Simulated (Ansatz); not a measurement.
Run this with Ansatz 0.2.0 through its Python package and show what comes out.

`input.yaml`
```yaml
crystal:
  lattice:
    - [7.272914, 0.0, 0.0]
    - [-3.636457, 6.298528, 0.0]
    - [0.0, 0.0, 3.700437]
  atoms:
    - { symbol: Lu, position: [0.588208, 0.0, 0.0] }
    - { symbol: Lu, position: [0.0, 0.588208, 0.0] }
    - { symbol: Lu, position: [0.411792, 0.411792, 0.0] }
    - { symbol: Al, position: [0.249193, 0.0, 0.5] }
    - { symbol: Al, position: [0.0, 0.249193, 0.5] }
    - { symbol: Al, position: [0.750807, 0.750807, 0.5] }
    - { symbol: Pd, position: [0.0, 0.0, 0.0] }
    - { symbol: Pd, position: [0.333333, 0.666667, 0.5] }
    - { symbol: Pd, position: [0.666667, 0.333333, 0.5] }
kpoints:
  mp_grid: { grid: [4, 4, 6] }
hamiltonian:
  xc: pbesol
scf:
  occupations: { method: gaussian, width: 0.15 }
output:
  forces: true
  stress: true
  eigenvalues: true
```

`run_yaml_run.py`
```python
import json
import logging
import sys
import warnings

import ansatz as az
import pandas as pd

logging.basicConfig(stream=sys.stdout, format="%(name)s: %(message)s")
logger = logging.getLogger("lualpd")
logger.setLevel(logging.INFO)


def main() -> None:
    warnings.simplefilter("ignore", az.DeckWarning)

    res = az.Session.from_deck("input.yaml").plan().execute()
    data = res.report

    energy = data["free_energy_ev"]
    logger.info("LuAlPd: {:.6f} eV = {:.6f} Ry = {:.6f} Ha".format(energy, energy / 13.605693, energy / 27.211386))
    logger.info("Fermi level {:.4f} eV, {} k-points, {} symmetry operations".format(data["fermi_energy_ev"], data["n_kpoints"], data["n_symmetry_ops"]))

    table = pd.DataFrame(data["forces_ev_ang"], columns=["fx", "fy", "fz"])
    table.insert(0, "atom", [site["symbol"] for site in data["lattice"]["sites"]])
    print(table.round(4).to_string())

    edges = data.get("band_edges_ev")
    if edges:
        logger.info(f"band edges on the mesh: {edges[0]:.3f} and {edges[1]:.3f} eV, gap {edges[1] - edges[0]:.3f} eV")
    else:
        print("no band edges reported (a metal, or a gap too narrow for this smearing); Fermi level", round(data["fermi_energy_ev"], 3), "eV")

    keep = ["free_energy_ev", "energy_sigma0_ev", "fermi_energy_ev", "n_iterations", "converged", "magnetization_mub", "n_kpoints"]
    with open("lualpd.json", "w") as handle:
        json.dump({key: data[key] for key in keep}, handle, indent=1)

    used = data["setup"]
    print("cutoffs (eV):", used["ecut_ev"], used["ecutrho_ev"], " FFT grid:", used["fft_dense"])
    logger.info("cell volume {:.3f} A^3, {} symmetry operations".format(used["cell_volume_ang3"], used["n_sym_ops"]))


if __name__ == "__main__":
    main()
```

```console
$ python run_yaml_run.py
lualpd: LuAlPd: -66135.799913 eV = -4860.891681 Ry = -2430.445840 Ha
lualpd: Fermi level 14.6415 eV, 16 k-points, 12 symmetry operations
  atom      fx      fy   fz
0   Lu  0.0153 -0.0000 -0.0
1   Lu -0.0076  0.0132 -0.0
2   Lu -0.0076 -0.0132  0.0
3   Al  0.0410 -0.0000  0.0
4   Al -0.0205  0.0355  0.0
5   Al -0.0205 -0.0355  0.0
6   Pd -0.0000  0.0000  0.0
7   Pd  0.0000  0.0000  0.0
8   Pd  0.0000 -0.0000 -0.0
no band edges reported (a metal, or a gap too narrow for this smearing); Fermi level 14.642 eV
cutoffs (eV): 420.0 1680.0  FFT grid: [50, 50, 25]
lualpd: cell volume 169.512 A^3, 12 symmetry operations
```

`lualpd.json`, as written:
```json
{
 "free_energy_ev": -66135.79991310652,
 "energy_sigma0_ev": -66135.75682907227,
 "fermi_energy_ev": 14.64152775628,
 "n_iterations": 9,
 "converged": true,
 "magnetization_mub": 0.0,
 "n_kpoints": 16
}
```

Notes:
- Absolute energies stand on the zero of these potentials, so only differences at equal settings mean something. A total without «per atom» is that of the cell as typed.
- The mesh is modest for a metal, so energies can be off by several to tens of meV an atom and pressures by half a GPa or more; differences at equal mesh fare better.
- An absolute Fermi energy rests on an arbitrary zero of the periodic potential and has no direct meaning.
- The structure comes from a database of computed cells and needn't be a stable or known phase.
- Gaps and levels are Kohn-Sham values on a finite set of k-points, without spin-orbit coupling.
- Finished in 15 s on 1 thread of Intel(R) Xeon(R) 6975P-C (Granite Rapids), with other jobs on the host, peak memory 0.61 GiB.

(Lines on the test bed's own set-up are left out of the output.)
